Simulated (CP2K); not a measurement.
**Hf2Pd2Se2Br2O3 under changes of volume**

One of the cells (22.587 Å³/atom); the others are scaled copies at fixed shape and fractional positions:

```xyz
11
Lattice="12.7131 0.0000 0.0000 11.0265 6.3276 0.0000 -11.5898 -4.2143 3.0885" Properties=species:S:1:pos:R:3 pbc="T T T"
Hf   21.8630    5.8274    0.0000
Hf    1.8766    0.5002    0.0000
Pd   16.2218    4.3238    0.0000
Pd    7.5179    2.0038    0.0000
Se    3.3575   -1.3619    1.5443
Se    8.7923    3.4753    1.5443
Br   18.6736    4.9773    0.0000
Br    5.0660    1.3503    0.0000
O    10.0862    0.4316    1.5443
O     2.0636    1.6818    1.5443
O     0.0000    0.0000    0.0000
```

The cell was built by a generator and needn't be a form met in nature.

```yaml
Program: CP2K 2026.2
Functional: PBE
Potentials_or_basis: POTENTIAL_UZH Hf GTH-PBE-q12, Pd GTH-PBE-q18, Se GTH-PBE-q6, Br GTH-PBE-q7, O GTH-PBE-q6; TZVP-MOLOPT-PBE-GTH basis
Density_cutoff: 8163 eV
k_mesh: 9 × 9 × 9
Occupations: fermi-dirac, width 0.05 eV
Spin: no spin polarisation
```

```csv
volume (Å³/atom),energy over the lowest point (meV/atom),pressure (GPa),largest force (eV/Å)
21.232,?,?,?
21.683,5.69,3.0,0.460
22.135,0.16,1.0,0.328
22.587,0.00,-0.8,0.259
23.039,4.64,-2.4,0.405
23.490,13.57,-3.8,0.539
23.942,26.36,-5.1,0.663
```

Task: What does the run at 21.232 Å³/atom give?

Result: Energy over the lowest point 17.19 meV/atom; pressure 5.3 GPa; largest force 0.605 eV/Å.

Worked out: A Birch-Murnaghan fit of order 3 (a polynomial in V^(-2/3)) to the other rows has its minimum at 22.37 Å³/atom with B0 = V·E''(V) = 89 GPa and B' = 4.5 at fixed shape and positions, which overstates the stiffness. It gives 17.19 meV/atom at 21.232 Å³/atom, against the run's 17.19, and -dE/dV = 5.2 GPa, against 5.3.

Energies are extrapolated to zero smearing.

Caveats: the basis of atomic orbitals isn't converged, which shifts pressures, moduli and gaps.
